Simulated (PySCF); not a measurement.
# Mo(2+): excitation energy in def2-TZVPPD with ECP28

Wanted: the excitation energy of molybdenum, up a ladder of methods.

Method: unrestricted determinants in a Gaussian basis, no spin-orbit coupling in the energies. Code: PySCF 2.14.0.

## (1) The system

| Quantity | Value |
| --- | --- |
| Element | molybdenum (Z = 42) |
| Basis | def2-TZVPPD with the def2 core potential (28 electrons) |
| Hamiltonian | a scalar-relativistic core potential |
| State 1 | Mo(2+): [Kr] 4d3 5s1, 5s spin antiparallel (an excited configuration) |
| Needed too, but not shown | Mo(2+) [Kr] 4d4 (5D) |
| Methods | UHF, LDA, PBE, PBE0, r2SCAN, BP86, wB97M-V, B3LYP, CAM-B3LYP, MP2 |
| Core shells frozen in the correlated runs | valence: 4s2 4p6; valence and next inner shell: nothing (for Mo(2+)) |

One driver process ran all states and methods and kept the integrals in memory. Each run is shown as a PySCF script that sums up its settings (the driver passes frozen orbitals as a list and adds second-order terms of double hybrids); the logs are those of the runs themselves. The driver starts from symmetry-adapted Hartree-Fock orbitals, holds the occupation by maximum overlap and uses a logarithmic radial grid for functionals, so a plain start would take other cycles.

The integrals over 56 functions and the set-up took 0.46 s of CPU time.

## (2) Mo(2+) [Kr] 4d3 5s1, s spin flipped, method by method

UHF:

File input.py:

```python
from pyscf import gto, scf, dft, mp, cc
import basis_set_exchange as bse
txt = bse.get_basis("def2-TZVPPD", elements=["Mo"], fmt="nwchem", header=False)
cut = txt.index("\nECP")
mol = gto.M(atom="Mo 0 0 0", charge=2, spin=2, symmetry="D2h",
            basis=gto.basis.parse(txt[:cut]),
            ecp={"Mo": gto.basis.parse_ecp(txt[cut:])})
mf = scf.UHF(mol)
mf.irrep_nelec = {'Ag': (1, 2), 'B1g': (1, 0), 'B2g': (1, 0), 'B3g': (1, 0), 'B1u': (1, 1), 'B2u': (1, 1), 'B3u': (1, 1)}
mf.kernel()
```

Output:

```text
damping factor = 0
level_shift factor = 0
DIIS = <class 'pyscf.scf.diis.CDIIS'>
diis_start_cycle = 1
diis_space = 10
diis_damp = 0
SCF conv_tol = 1e-09
SCF conv_tol_grad = None
number electrons alpha = 7  beta = 5
cycle= 1 E= -66.5964217327286  delta_E= -0.00817  |g|= 0.0328  |ddm|= 0.0472
cycle= 2 E= -66.5967494930419  delta_E= -0.000328  |g|= 0.00684  |ddm|= 0.00977
cycle= 3 E= -66.5967650487426  delta_E= -1.56e-05  |g|= 0.000286  |ddm|= 0.00344
cycle= 4 E= -66.5967651108726  delta_E= -6.21e-08  |g|= 5.12e-05  |ddm|= 0.000627
cycle= 5 E= -66.5967651125978  delta_E= -1.73e-09  |g|= 7.96e-06  |ddm|= 0.000182
cycle= 6 E= -66.5967651126503  delta_E= -5.25e-11  |g|= 4.21e-07  |ddm|= 4.46e-05
converged SCF energy = -66.5967651126503  <S^2> = 3.004225  2S+1 = 3.6078941
```

CPU time 0.52 s on a shared host, the integrals not counted.

Orbital energies by shell (radii are means over both spins):

```csv
shell,electrons,mean orbital energy (eV),spread (eV),rms radius (bohr)
4s α,1,-105.46,0,1.18
4s β,1,-101.12,0,1.18
4p α,3,-74.305,0,1.31
4p β,3,-68.297,0,1.31
4d α,3,-31.031,0,1.76
5s β,1,-21.123,0,3.22
```

⟨S²⟩ = 3.004, ⟨L²⟩ = 12.06.

Energies and moments cover only the electrons outside the core potential. With the s spin flipped the determinant is a mixture of two multiplicities, not a spectroscopic state.

LDA:

input.py differs from the last one in:

```diff
@@ -7,3 +7,3 @@
             ecp={"Mo": gto.basis.parse_ecp(txt[cut:])})
-mf = scf.UHF(mol)
+mf = dft.UKS(mol, xc="LDA,VWN")
 mf.irrep_nelec = {'Ag': (1, 2), 'B1g': (1, 0), 'B2g': (1, 0), 'B3g': (1, 0), 'B1u': (1, 1), 'B2u': (1, 1), 'B3u': (1, 1)}
```

Output:

```text
damping factor = 0
level_shift factor = 0
DIIS = <class 'pyscf.scf.diis.CDIIS'>
diis_start_cycle = 1
diis_space = 10
diis_damp = 0
SCF conv_tol = 1e-09
SCF conv_tol_grad = None
number electrons alpha = 7  beta = 5
XC functionals = LDA,VWN
    P. A. M. Dirac.,  Math. Proc. Cambridge Philos. Soc. 26, 376 (1930)
    F. Bloch.,  Z. Phys. 57, 545 (1929)
    S. H. Vosko, L. Wilk, and M. Nusair.,  Can. J. Phys. 58, 1200 (1980)
cycle= 1 E= -66.8733633045378  delta_E= -0.00603  |g|= 0.0208  |ddm|= 0.429
cycle= 2 E= -66.8734729412389  delta_E= -0.00011  |g|= 0.0115  |ddm|= 0.0655
cycle= 3 E= -66.873522121797  delta_E= -4.92e-05  |g|= 0.000104  |ddm|= 0.0192
cycle= 4 E= -66.8735221260744  delta_E= -4.28e-09  |g|= 1.02e-06  |ddm|= 0.00035
cycle= 5 E= -66.8735221260748  delta_E= -4.41e-13  |g|= 3.78e-08  |ddm|= 3.56e-06
converged SCF energy = -66.8735221260748  <S^2> = 3.0002406  2S+1 = 3.6056847
```

It used 0.36 s of CPU time after the integrals (shared host).

PBE:

input.py differs from the last one in:

```diff
@@ -7,3 +7,3 @@
             ecp={"Mo": gto.basis.parse_ecp(txt[cut:])})
-mf = dft.UKS(mol, xc="LDA,VWN")
+mf = dft.UKS(mol, xc="PBE")
 mf.irrep_nelec = {'Ag': (1, 2), 'B1g': (1, 0), 'B2g': (1, 0), 'B3g': (1, 0), 'B1u': (1, 1), 'B2u': (1, 1), 'B3u': (1, 1)}
```

Output:

```text
damping factor = 0
level_shift factor = 0
DIIS = <class 'pyscf.scf.diis.CDIIS'>
diis_start_cycle = 1
diis_space = 10
diis_damp = 0
SCF conv_tol = 1e-09
SCF conv_tol_grad = None
number electrons alpha = 7  beta = 5
XC functionals = PBE
    J. P. Perdew, K. Burke, and M. Ernzerhof.,  Phys. Rev. Lett. 77, 3865 (1996)
    J. P. Perdew, K. Burke, and M. Ernzerhof.,  Phys. Rev. Lett. 78, 1396 (1997)
    J. P. Perdew, K. Burke, and M. Ernzerhof.,  Phys. Rev. Lett. 77, 3865 (1996)
    J. P. Perdew, K. Burke, and M. Ernzerhof.,  Phys. Rev. Lett. 78, 1396 (1997)
cycle= 1 E= -67.0627081331755  delta_E= -0.00513  |g|= 0.00579  |ddm|= 0.422
cycle= 2 E= -67.0627223296616  delta_E= -1.42e-05  |g|= 0.0025  |ddm|= 0.0107
cycle= 3 E= -67.0627246095426  delta_E= -2.28e-06  |g|= 0.000327  |ddm|= 0.0052
cycle= 4 E= -67.062724651692  delta_E= -4.21e-08  |g|= 1.98e-06  |ddm|= 0.000389
cycle= 5 E= -67.062724651694  delta_E= -1.93e-12  |g|= 2.15e-07  |ddm|= 1.84e-06
converged SCF energy = -67.062724651694  <S^2> = 3.000576  2S+1 = 3.6058708
```

CPU time 0.62 s on a shared host, the integrals not counted.

PBE0:

input.py differs from the last one in:

```diff
@@ -7,3 +7,3 @@
             ecp={"Mo": gto.basis.parse_ecp(txt[cut:])})
-mf = dft.UKS(mol, xc="PBE")
+mf = dft.UKS(mol, xc="PBE0")
 mf.irrep_nelec = {'Ag': (1, 2), 'B1g': (1, 0), 'B2g': (1, 0), 'B3g': (1, 0), 'B1u': (1, 1), 'B2u': (1, 1), 'B3u': (1, 1)}
```

Output:

```text
damping factor = 0
level_shift factor = 0
DIIS = <class 'pyscf.scf.diis.CDIIS'>
diis_start_cycle = 1
diis_space = 10
diis_damp = 0
SCF conv_tol = 1e-09
SCF conv_tol_grad = None
number electrons alpha = 7  beta = 5
XC functionals = PBE0
    C. Adamo and V. Barone.,  J. Chem. Phys. 110, 6158 (1999)
    M. Ernzerhof and G. E. Scuseria.,  J. Chem. Phys. 110, 5029 (1999)
cycle= 1 E= -67.0524860016784  delta_E= -0.00418  |g|= 0.00981  |ddm|= 0.316
cycle= 2 E= -67.0525408358989  delta_E= -5.48e-05  |g|= 0.00238  |ddm|= 0.028
cycle= 3 E= -67.0525428941362  delta_E= -2.06e-06  |g|= 0.000659  |ddm|= 0.00841
cycle= 4 E= -67.0525430703214  delta_E= -1.76e-07  |g|= 8.74e-06  |ddm|= 0.000863
cycle= 5 E= -67.0525430704014  delta_E= -8e-11  |g|= 3.54e-07  |ddm|= 7.32e-05
converged SCF energy = -67.0525430704014  <S^2> = 3.0011488  2S+1 = 3.6061885
```

CPU time 0.7 s on a shared host, the integrals not counted.

r2SCAN:

input.py differs from the last one in:

```diff
@@ -7,3 +7,3 @@
             ecp={"Mo": gto.basis.parse_ecp(txt[cut:])})
-mf = dft.UKS(mol, xc="PBE0")
+mf = dft.UKS(mol, xc="R2SCAN")
 mf.irrep_nelec = {'Ag': (1, 2), 'B1g': (1, 0), 'B2g': (1, 0), 'B3g': (1, 0), 'B1u': (1, 1), 'B2u': (1, 1), 'B3u': (1, 1)}
```

Output:

```text
damping factor = 0
level_shift factor = 0
DIIS = <class 'pyscf.scf.diis.CDIIS'>
diis_start_cycle = 1
diis_space = 10
diis_damp = 0
SCF conv_tol = 1e-09
SCF conv_tol_grad = None
number electrons alpha = 7  beta = 5
XC functionals = R2SCAN
    J. W. Furness, A. D. Kaplan, J. Ning, J. P. Perdew, and J. Sun.,  J. Phys. Chem. Lett. 11, 8208-8215 (2020)
    J. W. Furness, A. D. Kaplan, J. Ning, J. P. Perdew, and J. Sun.,  J. Phys. Chem. Lett. 11, 9248-9248 (2020)
    J. W. Furness, A. D. Kaplan, J. Ning, J. P. Perdew, and J. Sun.,  J. Phys. Chem. Lett. 11, 8208-8215 (2020)
    J. W. Furness, A. D. Kaplan, J. Ning, J. P. Perdew, and J. Sun.,  J. Phys. Chem. Lett. 11, 9248-9248 (2020)
cycle= 1 E= -67.0845368776594  delta_E= -0.00404  |g|= 0.0107  |ddm|= 0.224
cycle= 2 E= -67.0845853217865  delta_E= -4.84e-05  |g|= 0.00359  |ddm|= 0.031
cycle= 3 E= -67.0845905870594  delta_E= -5.27e-06  |g|= 0.00069  |ddm|= 0.00961
cycle= 4 E= -67.0845908710466  delta_E= -2.84e-07  |g|= 4.99e-05  |ddm|= 0.00352
cycle= 5 E= -67.0845908761247  delta_E= -5.08e-09  |g|= 1.31e-06  |ddm|= 0.000772
cycle= 6 E= -67.0845908761272  delta_E= -2.52e-12  |g|= 2.52e-08  |ddm|= 1.6e-05
converged SCF energy = -67.0845908761272  <S^2> = 3.0016096  2S+1 = 3.606444
```

CPU time 1.7 s on a shared host, the integrals not counted.

BP86:

input.py differs from the last one in:

```diff
@@ -7,3 +7,3 @@
             ecp={"Mo": gto.basis.parse_ecp(txt[cut:])})
-mf = dft.UKS(mol, xc="R2SCAN")
+mf = dft.UKS(mol, xc="B88,P86")
 mf.irrep_nelec = {'Ag': (1, 2), 'B1g': (1, 0), 'B2g': (1, 0), 'B3g': (1, 0), 'B1u': (1, 1), 'B2u': (1, 1), 'B3u': (1, 1)}
```

Output:

```text
damping factor = 0
level_shift factor = 0
DIIS = <class 'pyscf.scf.diis.CDIIS'>
diis_start_cycle = 1
diis_space = 10
diis_damp = 0
SCF conv_tol = 1e-09
SCF conv_tol_grad = None
number electrons alpha = 7  beta = 5
XC functionals = B88,P86
    A. D. Becke.,  Phys. Rev. A 38, 3098 (1988)
    J. P. Perdew.,  Phys. Rev. B 33, 8822 (1986)
cycle= 1 E= -67.122848887693  delta_E= -0.00561  |g|= 0.00542  |ddm|= 0.437
cycle= 2 E= -67.1228627687887  delta_E= -1.39e-05  |g|= 0.00204  |ddm|= 0.0151
cycle= 3 E= -67.122864265472  delta_E= -1.5e-06  |g|= 0.000398  |ddm|= 0.00472
cycle= 4 E= -67.1228643271674  delta_E= -6.17e-08  |g|= 2.72e-06  |ddm|= 0.000575
cycle= 5 E= -67.1228643271709  delta_E= -3.5e-12  |g|= 6.73e-08  |ddm|= 8.32e-06
converged SCF energy = -67.1228643271709  <S^2> = 3.0005907  2S+1 = 3.6058789
```

It used 0.78 s of CPU time after the integrals (shared host).

wB97M-V:

input.py differs from the last one in:

```diff
@@ -7,3 +7,3 @@
             ecp={"Mo": gto.basis.parse_ecp(txt[cut:])})
-mf = dft.UKS(mol, xc="B88,P86")
+mf = dft.UKS(mol, xc="WB97M_V")
 mf.irrep_nelec = {'Ag': (1, 2), 'B1g': (1, 0), 'B2g': (1, 0), 'B3g': (1, 0), 'B1u': (1, 1), 'B2u': (1, 1), 'B3u': (1, 1)}
```

Output:

```text
damping factor = 0
level_shift factor = 0
DIIS = <class 'pyscf.scf.diis.CDIIS'>
diis_start_cycle = 1
diis_space = 10
diis_damp = 0
SCF conv_tol = 1e-09
SCF conv_tol_grad = None
number electrons alpha = 7  beta = 5
XC functionals = WB97M_V
    N. Mardirossian and M. Head-Gordon.,  J. Chem. Phys. 144, 214110 (2016)
NLC functional = WB97M_V
cycle= 1 E= -66.9931565379347  delta_E= -0.00404  |g|= 0.0145  |ddm|= 0.244
cycle= 2 E= -66.9933674328218  delta_E= -0.000211  |g|= 0.00395  |ddm|= 0.0589
cycle= 3 E= -66.9933843574197  delta_E= -1.69e-05  |g|= 0.000862  |ddm|= 0.0263
cycle= 4 E= -66.9933850481777  delta_E= -6.91e-07  |g|= 0.000121  |ddm|= 0.00444
cycle= 5 E= -66.9933850712196  delta_E= -2.3e-08  |g|= 5.89e-06  |ddm|= 0.00133
cycle= 6 E= -66.9933850712517  delta_E= -3.21e-11  |g|= 3.32e-07  |ddm|= 4.62e-05
converged SCF energy = -66.9933850712517  <S^2> = 3.0005976  2S+1 = 3.6058828
```

It used 2.5 s of CPU time after the integrals (shared host).

B3LYP:

input.py differs from the last one in:

```diff
@@ -7,3 +7,3 @@
             ecp={"Mo": gto.basis.parse_ecp(txt[cut:])})
-mf = dft.UKS(mol, xc="WB97M_V")
+mf = dft.UKS(mol, xc="B3LYP")
 mf.irrep_nelec = {'Ag': (1, 2), 'B1g': (1, 0), 'B2g': (1, 0), 'B3g': (1, 0), 'B1u': (1, 1), 'B2u': (1, 1), 'B3u': (1, 1)}
```

Output:

```text
damping factor = 0
level_shift factor = 0
DIIS = <class 'pyscf.scf.diis.CDIIS'>
diis_start_cycle = 1
diis_space = 10
diis_damp = 0
SCF conv_tol = 1e-09
SCF conv_tol_grad = None
number electrons alpha = 7  beta = 5
XC functionals = B3LYP
    P. J. Stephens, F. J. Devlin, C. F. Chabalowski, and M. J. Frisch.,  J. Phys. Chem. 98, 11623 (1994)
cycle= 1 E= -67.0933584657967  delta_E= -0.00493  |g|= 0.00841  |ddm|= 0.364
cycle= 2 E= -67.0934020878897  delta_E= -4.36e-05  |g|= 0.00239  |ddm|= 0.0265
cycle= 3 E= -67.0934040434372  delta_E= -1.96e-06  |g|= 0.000607  |ddm|= 0.00721
cycle= 4 E= -67.0934041916184  delta_E= -1.48e-07  |g|= 4.11e-06  |ddm|= 0.000743
cycle= 5 E= -67.0934041916311  delta_E= -1.26e-11  |g|= 2.27e-07  |ddm|= 2.62e-05
converged SCF energy = -67.0934041916311  <S^2> = 3.0009272  2S+1 = 3.6060655
```

It used 0.95 s of CPU time after the integrals (shared host).

CAM-B3LYP:

input.py differs from the last one in:

```diff
@@ -7,3 +7,3 @@
             ecp={"Mo": gto.basis.parse_ecp(txt[cut:])})
-mf = dft.UKS(mol, xc="B3LYP")
+mf = dft.UKS(mol, xc="CAMB3LYP")
 mf.irrep_nelec = {'Ag': (1, 2), 'B1g': (1, 0), 'B2g': (1, 0), 'B3g': (1, 0), 'B1u': (1, 1), 'B2u': (1, 1), 'B3u': (1, 1)}
```

Output:

```text
damping factor = 0
level_shift factor = 0
DIIS = <class 'pyscf.scf.diis.CDIIS'>
diis_start_cycle = 1
diis_space = 10
diis_damp = 0
SCF conv_tol = 1e-09
SCF conv_tol_grad = None
number electrons alpha = 7  beta = 5
XC functionals = CAMB3LYP
    T. Yanai, D. P. Tew, and N. C. Handy.,  Chem. Phys. Lett. 393, 51 (2004)
cycle= 1 E= -67.0308294749624  delta_E= -0.00463  |g|= 0.0123  |ddm|= 0.324
cycle= 2 E= -67.0309522595916  delta_E= -0.000123  |g|= 0.00235  |ddm|= 0.0547
cycle= 3 E= -67.0309569898028  delta_E= -4.73e-06  |g|= 0.000577  |ddm|= 0.0159
cycle= 4 E= -67.0309571511257  delta_E= -1.61e-07  |g|= 4.9e-05  |ddm|= 0.00144
cycle= 5 E= -67.0309571542892  delta_E= -3.16e-09  |g|= 8.33e-07  |ddm|= 0.000501
cycle= 6 E= -67.0309571542898  delta_E= -5.26e-13  |g|= 2.67e-08  |ddm|= 5.37e-06
converged SCF energy = -67.0309571542898  <S^2> = 3.0009788  2S+1 = 3.6060942
```

CPU time 1.3 s on a shared host, the integrals not counted.

## (3) Mo(2+) [Kr] 4d3 5s1, s spin flipped, continued

MP2 (valence):

Changes to input.py since step 2:

```diff
@@ -7,4 +7,5 @@
             ecp={"Mo": gto.basis.parse_ecp(txt[cut:])})
-mf = dft.UKS(mol, xc="CAMB3LYP")
+mf = scf.UHF(mol)
 mf.irrep_nelec = {'Ag': (1, 2), 'B1g': (1, 0), 'B2g': (1, 0), 'B3g': (1, 0), 'B1u': (1, 1), 'B2u': (1, 1), 'B3u': (1, 1)}
 mf.kernel()
+mp.UMP2(mf, frozen=4).kernel()
```

This step left no log, only its results.

It used 0.09 s of CPU time after the integrals (shared host).

With 4 electrons correlated, the MP2 correlation energy is -0.03579 hartree (-0.01478 same spin, -0.02101 opposite spin); the SCS form gives -0.03014. Largest pairs of shells: 4d-5s -0.0210, 4d-4d -0.0148, 5s-5s 0.0000.

MP2 (valence and next inner shell):

input.py differs from the last one in:

```diff
@@ -10,2 +10,2 @@
 mf.kernel()
-mp.UMP2(mf, frozen=4).kernel()
+mp.UMP2(mf, frozen=0).kernel()
```

This step left no log, only its results.

It used 0.14 s of CPU time after the integrals (shared host).

With 12 electrons correlated, the MP2 correlation energy is -0.28907 hartree (-0.08316 same spin, -0.20591 opposite spin); the SCS form gives -0.27481. Largest pairs of shells: 4p-4d -0.0960, 4p-4p -0.0953, 4s-4p -0.0293, 4d-5s -0.0210, 4p-5s -0.0161.

Radial density 4πr²ρ of Mo(2+) at UHF, the electrons outside the core potential:

```csv
r (bohr),density,spin density
0.0720,3.88e-05,0.000
0.121,0.000250,0.000
0.204,0.00277,0.001
0.342,0.0683,0.011
0.576,2.01,0.187
0.969,10.5,1.484
1.63,5.33,1.808
2.74,0.903,-0.064
4.61,0.115,-0.102
7.76,0.000221,0.000
```

## (4) Differences of total energies

Excitation energy: Mo(2+) [Kr] 4d4 (5D) → Mo(2+) [Kr] 4d3 5s1, s spin flipped.

```csv
method,value (eV)
UHF,5.013
LDA,4.786
PBE,4.952
PBE0,5.087
r2SCAN,5.196
BP86,4.833
wB97M-V,4.786
B3LYP,4.553
CAM-B3LYP,4.560
MP2 (valence),4.963
SCS-MP2 (valence),4.501
MP2 (valence and next inner shell),4.955
SCS-MP2 (valence and next inner shell),4.684
```

The upper determinant mixes two multiplicities, so it lies between the two terms.

The differences also use runs on Mo(2+) [Kr] 4d4 (5D), which are not shown here.

## (5) Summary of results

| quantity | value |
| --- | --- |
| excitation energy, Mo(2+) → [Kr] 4d3 5s1, s spin flipped | UHF 5.013, MP2 (valence and next inner shell) 4.955 eV |

In words: The methods span 0.694 eV, from SCS-MP2 (valence) (4.501) to r2SCAN (5.196). No reference value is at hand in this session. All values hold for this basis alone; no basis-set limit was taken.
